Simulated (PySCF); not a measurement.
# [TlBr2]+: other functionals and bases at one geometry

Aim: see how levels, charges and forces of [TlBr2]+ depend on the level of theory. The species was built from a template and needn't be a known compound.

Method: several levels, as the steps say, no spin–orbit coupling; program: PySCF 2.14.0.

2 further runs of the same task are left out: 2 for a known fault of the program.

## 1. Where the work starts

3 atoms, charge 1, spin multiplicity 1.

Bond lengths: Tl1–Br2 2.466 Å, Tl1–Br3 2.466 Å. Angles: Br2–Tl1–Br3 179.9°.

As a file:

```xyz
3
charge 1, multiplicity 1
Tl    0.0000    0.0000    0.2406
Br    2.4665    0.0000    0.2427
Br   -2.4665    0.0000    0.2427
```

Formal oxidation states: Tl +3. An earlier session relaxed this geometry at BP86, Tl def2-SVP with ECP60, Br def2-SVP (singlet, point group D∞h).

At BP86 on the finer grid: E = -5320.662455 Eh, HOMO -12.93 eV, LUMO -10.80 eV, Mulliken charge on Tl1 +0.71 e, largest force component 0.013 eV/Å. 

Levels to run: TPSSh; M06-L; r2SCAN; wB97X; BP86, TZVP; BP86, x2c-SVP. Hardware: 2 threads of Arm Neoverse V2, shared host.

## 2. TPSSh

The input, run.py (the lines that set the calculation):

```python
mol = gto.M(atom='''
Tl     0.00000     0.00000     0.24058
Br     2.46648     0.00000     0.24268
Br    -2.46648     0.00000     0.24268''',
    basis={'Tl': 'def2-SVP', 'Br': 'def2-SVP'},
    ecp={'Tl': 'def2-SVP'},
    charge=1, spin=0)
mf = dft.RKS(mol, xc='TPSSH')
mf.grids.atom_grid = (75, 302)
mf = mf.density_fit()  # fitting sets: Tl def2-universal-JKFIT, Br def2-universal-JKFIT
mf.conv_tol = 1e-08; mf.max_cycle = 55
mf.kernel(dm0)  # dm0: the density of the relaxed state
```

On the command line:

```bash
$ OMP_NUM_THREADS=2 python run.py
```

Output:

```text
init E= -5319.75145163626
  HOMO = -0.495363741775321  LUMO = -0.379024381189865  gap/eV = 3.16576
cycle= 1 E= -5319.75277013503  delta_E= -0.00132  |g|= 0.03  |ddm|= 0.25
  HOMO = -0.491415588001175  LUMO = -0.379681327865491  gap/eV = 3.04044
cycle= 2 E= -5319.75210425611  delta_E= 0.000666  |g|= 0.055  |ddm|= 0.143
  HOMO = -0.493801388402441  LUMO = -0.37949167693057  gap/eV = 3.11053
cycle= 3 E= -5319.75310480766  delta_E= -0.001  |g|= 0.00155  |ddm|= 0.0877
  HOMO = -0.49397227090924  LUMO = -0.379494398848145  gap/eV = 3.11510
cycle= 4 E= -5319.75310583099  delta_E= -1.02e-06  |g|= 0.000357  |ddm|= 0.00384
  HOMO = -0.493920304117792  LUMO = -0.379455733967468  gap/eV = 3.11474
cycle= 5 E= -5319.7531058765  delta_E= -4.55e-08  |g|= 4.75e-05  |ddm|= 0.000576
  HOMO = -0.493921988438263  LUMO = -0.379457379665276  gap/eV = 3.11474
cycle= 6 E= -5319.75310587721  delta_E= -7.16e-10  |g|= 1.61e-05  |ddm|= 6.94e-05
  HOMO = -0.493920106505726  LUMO = -0.379456361458075  gap/eV = 3.11472
Extra cycle  E= -5319.75310587714  delta_E= 6.91e-11  |g|= 2.11e-05  |ddm|= 4.83e-05
converged SCF energy = -5319.75310587714
```

It took 3.4 s on 2 threads of Arm Neoverse V2, shared host.

Result: E = -5319.753106 Eh, HOMO -13.44 eV, LUMO -10.33 eV, Mulliken charge on Tl1 +0.80 e, largest force component 0.258 eV/Å. 

## 3. M06-L

run.py (the lines that set the calculation): that of step 2 with these lines changed.

```diff
@@ -7,3 +7,3 @@
     charge=1, spin=0)
-mf = dft.RKS(mol, xc='TPSSH')
+mf = dft.RKS(mol, xc='M06L')
 mf.grids.atom_grid = (75, 302)
```

On the command line:

```bash
$ OMP_NUM_THREADS=2 python run.py
```

Output:

```text
init E= -5319.88800868112
  HOMO = -0.47892912472089  LUMO = -0.380085542964558  gap/eV = 2.68967
cycle= 1 E= -5319.89440182937  delta_E= -0.00639  |g|= 0.12  |ddm|= 0.352
  HOMO = -0.476829482951531  LUMO = -0.379354583817459  gap/eV = 2.65243
cycle= 2 E= -5319.89449816727  delta_E= -9.63e-05  |g|= 0.096  |ddm|= 0.127
  HOMO = -0.480857447050603  LUMO = -0.38154439117406  gap/eV = 2.70245
cycle= 3 E= -5319.89522371576  delta_E= -0.000726  |g|= 0.021  |ddm|= 0.101
  HOMO = -0.479645224882404  LUMO = -0.381470276216398  gap/eV = 2.67148
cycle= 4 E= -5319.89537553893  delta_E= -0.000152  |g|= 0.0025  |ddm|= 0.0415
  HOMO = -0.479414745108434  LUMO = -0.381098884231712  gap/eV = 2.67531
cycle= 5 E= -5319.89537784451  delta_E= -2.31e-06  |g|= 0.000487  |ddm|= 0.00523
  HOMO = -0.479470280185632  LUMO = -0.381133441658484  gap/eV = 2.67588
cycle= 6 E= -5319.89537791004  delta_E= -6.55e-08  |g|= 9.62e-05  |ddm|= 0.000668
  HOMO = -0.479471048593912  LUMO = -0.38113951136733  gap/eV = 2.67574
cycle= 7 E= -5319.89537791263  delta_E= -2.58e-09  |g|= 2.54e-05  |ddm|= 0.000186
  HOMO = -0.479466365787318  LUMO = -0.381137566984684  gap/eV = 2.67566
Extra cycle  E= -5319.89537791188  delta_E= 7.47e-10  |g|= 5.14e-05  |ddm|= 0.000137
converged SCF energy = -5319.89537791188
```

Run time: 3.3 s. Hardware: 2 threads of Arm Neoverse V2, shared host.

Result: E = -5319.895378 Eh, HOMO -13.05 eV, LUMO -10.37 eV, Mulliken charge on Tl1 +0.91 e, largest force component 0.064 eV/Å. 

## 4. r2SCAN

run.py (the lines that set the calculation): that of step 3 with these lines changed.

```diff
@@ -7,3 +7,3 @@
     charge=1, spin=0)
-mf = dft.RKS(mol, xc='M06L')
+mf = dft.RKS(mol, xc='R2SCAN')
 mf.grids.atom_grid = (75, 302)
```

On the command line:

```bash
$ OMP_NUM_THREADS=2 python run.py
```

Output:

```text
init E= -5320.02962511637
  HOMO = -0.486696721320328  LUMO = -0.39389617722005  gap/eV = 2.52523
cycle= 1 E= -5320.03106243173  delta_E= -0.00144  |g|= 0.062  |ddm|= 0.223
  HOMO = -0.480174382325566  LUMO = -0.391144661177947  gap/eV = 2.42262
cycle= 2 E= -5320.03009757145  delta_E= 0.000965  |g|= 0.0818  |ddm|= 0.162
  HOMO = -0.484603192442159  LUMO = -0.392259713979676  gap/eV = 2.51279
cycle= 3 E= -5320.03149362214  delta_E= -0.0014  |g|= 0.0164  |ddm|= 0.133
  HOMO = -0.484186279278558  LUMO = -0.392701223118934  gap/eV = 2.48944
cycle= 4 E= -5320.03158839421  delta_E= -9.48e-05  |g|= 0.000984  |ddm|= 0.0305
  HOMO = -0.484120592763118  LUMO = -0.392596740001423  gap/eV = 2.49049
cycle= 5 E= -5320.03158874338  delta_E= -3.49e-07  |g|= 0.000169  |ddm|= 0.00169
  HOMO = -0.484128551470897  LUMO = -0.392594365504031  gap/eV = 2.49077
cycle= 6 E= -5320.03158875147  delta_E= -8.09e-09  |g|= 1.86e-05  |ddm|= 0.000259
  HOMO = -0.484127397869112  LUMO = -0.392596047503652  gap/eV = 2.49069
Extra cycle  E= -5320.03158875111  delta_E= 3.58e-10  |g|= 3.66e-05  |ddm|= 0.000101
converged SCF energy = -5320.03158875111
```

Wall time 3.1 s (2 threads of Arm Neoverse V2, shared host).

Read off: E = -5320.031589 Eh, HOMO -13.17 eV, LUMO -10.68 eV, Mulliken charge on Tl1 +0.80 e, largest force component 0.317 eV/Å. 

## 5. wB97X

run.py (the lines that set the calculation): that of step 4 with these lines changed.

```diff
@@ -7,3 +7,3 @@
     charge=1, spin=0)
-mf = dft.RKS(mol, xc='R2SCAN')
+mf = dft.RKS(mol, xc='WB97X')
 mf.grids.atom_grid = (75, 302)
```

On the command line:

```bash
$ OMP_NUM_THREADS=2 python run.py
```

Output:

```text
init E= -5320.04195992957
  HOMO = -0.604699470226887  LUMO = -0.294845380954669  gap/eV = 8.43156
cycle= 1 E= -5320.05128247976  delta_E= -0.00932  |g|= 0.0579  |ddm|= 0.382
  HOMO = -0.601628414938971  LUMO = -0.292392416721945  gap/eV = 8.41474
cycle= 2 E= -5320.05204637454  delta_E= -0.000764  |g|= 0.0383  |ddm|= 0.108
  HOMO = -0.603721261938904  LUMO = -0.2920442060597  gap/eV = 8.48116
cycle= 3 E= -5320.0522442387  delta_E= -0.000198  |g|= 0.00657  |ddm|= 0.0396
  HOMO = -0.603129611017653  LUMO = -0.291136723143609  gap/eV = 8.48976
cycle= 4 E= -5320.05227077864  delta_E= -2.65e-05  |g|= 0.00127  |ddm|= 0.0208
  HOMO = -0.603245750443371  LUMO = -0.291018241292903  gap/eV = 8.49614
cycle= 5 E= -5320.05227137776  delta_E= -5.99e-07  |g|= 0.000283  |ddm|= 0.00287
  HOMO = -0.603232434883833  LUMO = -0.291009473587522  gap/eV = 8.49602
cycle= 6 E= -5320.052271414  delta_E= -3.62e-08  |g|= 5.41e-05  |ddm|= 0.000658
  HOMO = -0.603223357455776  LUMO = -0.290998526401864  gap/eV = 8.49607
cycle= 7 E= -5320.05227141554  delta_E= -1.54e-09  |g|= 1.29e-05  |ddm|= 0.000113
  HOMO = -0.60322403219754  LUMO = -0.290999493208822  gap/eV = 8.49606
Extra cycle  E= -5320.05227141576  delta_E= -2.24e-10  |g|= 5.75e-06  |ddm|= 4.17e-05
converged SCF energy = -5320.05227141576
```

Wall time 4.4 s (2 threads of Arm Neoverse V2, shared host).

Read off: E = -5320.052271 Eh, HOMO -16.41 eV, LUMO -7.92 eV, Mulliken charge on Tl1 +0.82 e, largest force component 0.662 eV/Å. 

## 6. BP86, TZVP

Basis: Tl def2-TZVP with ECP60, Br def2-TZVP. 

The input, run.py (the lines that set the calculation):

```python
mol = gto.M(atom='''
Tl     0.00000     0.00000     0.24058
Br     2.46648     0.00000     0.24268
Br    -2.46648     0.00000     0.24268''',
    basis={'Tl': 'def2-TZVP', 'Br': 'def2-TZVP'},
    ecp={'Tl': 'def2-TZVP'},
    charge=1, spin=0)
mf = dft.RKS(mol, xc='B88,P86')
mf.grids.atom_grid = (75, 302)
mf = mf.density_fit()  # fitting sets: Tl def2-universal-JKFIT, Br def2-universal-JKFIT
mf.conv_tol = 1e-08; mf.max_cycle = 55
mf.kernel(dm0)  # dm0: free metal ions and neutral atoms
```

On the command line:

```bash
$ OMP_NUM_THREADS=2 python run.py
```

Output:

```text
init E= -5319.86547225415
  HOMO = -0.496052317766468  LUMO = -0.398388772391334  gap/eV = 2.65756
cycle= 1 E= -5321.2644642461  delta_E= -1.4  |g|= 0.618  |ddm|= 2.39
  HOMO = -0.473821416670333  LUMO = -0.388496837019462  gap/eV = 2.32180
cycle= 2 E= -5321.24676060845  delta_E= 0.0177  |g|= 0.594  |ddm|= 0.73
  HOMO = -0.464591411778801  LUMO = -0.390170660328644  gap/eV = 2.02509
cycle= 3 E= -5321.28737068377  delta_E= -0.0406  |g|= 0.204  |ddm|= 0.701
  HOMO = -0.473111488649776  LUMO = -0.390891299593791  gap/eV = 2.23733
cycle= 4 E= -5321.30129402446  delta_E= -0.0139  |g|= 0.0147  |ddm|= 0.322
  HOMO = -0.473643230630575  LUMO = -0.391630261290497  gap/eV = 2.23169
cycle= 5 E= -5321.3013307976  delta_E= -3.68e-05  |g|= 0.0042  |ddm|= 0.0194
  HOMO = -0.47375862610839  LUMO = -0.391739025389171  gap/eV = 2.23187
cycle= 6 E= -5321.30133545773  delta_E= -4.66e-06  |g|= 0.000634  |ddm|= 0.00479
  HOMO = -0.473672388030441  LUMO = -0.391660543498928  gap/eV = 2.23166
cycle= 7 E= -5321.3013355483  delta_E= -9.06e-08  |g|= 0.00016  |ddm|= 0.000744
  HOMO = -0.473683903800906  LUMO = -0.391668094959072  gap/eV = 2.23176
cycle= 8 E= -5321.30133555723  delta_E= -8.93e-09  |g|= 1.08e-05  |ddm|= 0.000288
  HOMO = -0.473683017427624  LUMO = -0.391667817636844  gap/eV = 2.23175
Extra cycle  E= -5321.30133555717  delta_E= 6e-11  |g|= 1.89e-05  |ddm|= 4.1e-05
converged SCF energy = -5321.30133555717
```

It took 6.7 s on 2 threads of Arm Neoverse V2, shared host.

Result: E = -5321.301336 Eh, HOMO -12.89 eV, LUMO -10.66 eV, Mulliken charge on Tl1 +0.91 e, largest force component 0.510 eV/Å. 

## 7. BP86, x2c-SVP

Basis: Tl x2c-SVPall, Br x2c-SVPall. All electrons are treated, with the spin-free X2C Hamiltonian.

The input, run.py (the lines that set the calculation):

```python
mol = gto.M(atom='''
Tl     0.00000     0.00000     0.24058
Br     2.46648     0.00000     0.24268
Br    -2.46648     0.00000     0.24268''',
    basis={'Tl': 'x2c-SVPall', 'Br': 'x2c-SVPall'},
    nucmod='G',
    charge=1, spin=0)
mf = dft.RKS(mol, xc='B88,P86')
mf.grids.atom_grid = (99, 590)
mf = mf.density_fit()  # fitting sets: Tl AutoAux, Br AutoAux
mf = mf.sfx2c1e()
mf.conv_tol = 1e-08; mf.max_cycle = 55
mf.kernel(dm0)  # dm0: free metal ions and neutral atoms
```

On the command line:

```bash
$ OMP_NUM_THREADS=2 python run.py
```

Output:

```text
init E= -25464.0252355669
  HOMO = -0.497546200434253  LUMO = -0.400594550560511  gap/eV = 2.63819
cycle= 1 E= -25462.6821726785  delta_E= 1.34  |g|= 0.405  |ddm|=  2.5
  HOMO = -0.465653285307578  LUMO = -0.391661183764673  gap/eV = 2.01343
cycle= 2 E= -25462.6856627947  delta_E= -0.00349  |g|= 0.329  |ddm|= 0.552
  HOMO = -0.468283518382295  LUMO = -0.396010108875915  gap/eV = 1.96666
cycle= 3 E= -25462.7004461951  delta_E= -0.0148  |g|= 0.0963  |ddm|= 0.403
  HOMO = -0.473134163735197  LUMO = -0.396525212356897  gap/eV = 2.08464
cycle= 4 E= -25462.703822075  delta_E= -0.00338  |g|= 0.0144  |ddm|= 0.199
  HOMO = -0.472988642497402  LUMO = -0.396599147085207  gap/eV = 2.07866
cycle= 5 E= -25462.7038562513  delta_E= -3.42e-05  |g|= 0.00256  |ddm|= 0.0196
  HOMO = -0.473111728972583  LUMO = -0.396684858399275  gap/eV = 2.07968
cycle= 6 E= -25462.7038582554  delta_E= -2e-06  |g|= 0.000379  |ddm|= 0.00398
  HOMO = -0.473058763330577  LUMO = -0.396639466491159  gap/eV = 2.07947
cycle= 7 E= -25462.7038582818  delta_E= -2.64e-08  |g|= 7.88e-05  |ddm|= 0.000591
  HOMO = -0.47306670098181  LUMO = -0.396646848483537  gap/eV = 2.07949
cycle= 8 E= -25462.7038582837  delta_E= -1.93e-09  |g|= 5.44e-06  |ddm|= 0.000155
  HOMO = -0.473066886458217  LUMO = -0.396647586628434  gap/eV = 2.07948
Extra cycle  E= -25462.7038582837  delta_E= 2.18e-11  |g|= 8.76e-06  |ddm|= 2.66e-05
converged SCF energy = -25462.7038582837
```

Wall time 15 s (2 threads of Arm Neoverse V2, shared host).

Read off: E = -25462.703858 Eh, HOMO -12.87 eV, LUMO -10.79 eV, Mulliken charge on Tl1 +0.80 e, largest force component 0.350 eV/Å. 

## 8. All levels side by side

| level | state | HOMO (eV) | gap (eV) | charge on Tl1 (e) | dipole (D) | largest force (eV/Å) | basis functions | time |
| --- | --- | --- | --- | --- | --- | --- | --- | --- |
| BP86 (relaxed here) | singlet | -12.93 | 2.12 | 0.71 | 0.00 | 0.01 | 90 | 5.2 s |
| TPSSh | singlet | -13.44 | 3.11 | 0.80 | 0.00 | 0.26 | 90 | 3.4 s |
| M06-L | singlet | -13.05 | 2.68 | 0.91 | 0.00 | 0.06 | 90 | 3.3 s |
| r2SCAN | singlet | -13.17 | 2.49 | 0.80 | 0.00 | 0.32 | 90 | 3.1 s |
| wB97X | singlet | -16.41 | 8.50 | 0.82 | 0.00 | 0.66 | 90 | 4.4 s |
| BP86, TZVP | singlet | -12.89 | 2.23 | 0.91 | 0.00 | 0.51 | 146 | 6.7 s |
| BP86, x2c-SVP | singlet | -12.87 | 2.08 | 0.80 | 0.00 | 0.35 | 126 | 15 s |

Times are on 2 threads of Arm Neoverse V2, shared host; the first row also made further properties. The dipole of a charged species depends on the origin, so these sizes hold for this origin alone.

In one basis the HOMO–LUMO gap runs from 2.12 eV (BP86) to 8.50 eV (wB97X). The largest leftover force, 0.66 eV/Å with wB97X, stands at a geometry relaxed at another level. The Mulliken charge on Tl spans +0.71 to +0.91 e over the levels. Total energies of different levels can't be compared. Spin–orbit coupling is left out throughout.
